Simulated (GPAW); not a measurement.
The system is MoSe.

```xyz
2
Lattice="3.5002 0.0000 0.0000 0.0000 3.5002 0.0000 0.0000 0.0000 3.5002" Properties=species:S:1:pos:R:3 pbc="T T T"
Mo    0.0000    0.0000    0.0000
Se    1.7501    1.7501    1.7501
```

The cell was built by a generator and needn't be a form met in nature.

Base run:

```yaml
Program: GPAW 26.7.0
Functional: LDA
Potentials_or_basis: the program's PAW data sets (release 1.2.1) made for this functional
Cutoff: 600 eV
Basis: pw
k_mesh: 8 × 8 × 8
Occupations: fermi-dirac, width 0.05 eV
Spin: no spin polarisation
Hubbard_terms: Mo d U = 6 eV
```

Its results: band gap on the k mesh 0.97 eV, indirect (least direct gap 2.10 eV); pressure -10.3 GPa.

Question: The run is repeated on the same cell with these changes: hubbard terms from Mo d U = 6 eV to Mo d U = 2 eV. What comes out?

Answer: Band gap on the k mesh none (metal or under the smearing width); pressure -31.7 GPa.

Caveats: a pressure of tens of GPa on the cell as given is suspect, and the run, the potentials or the cell itself is likely at fault (some runs); U without spin polarisation on a metal has little footing (some runs).

A k mesh can miss the band edges.
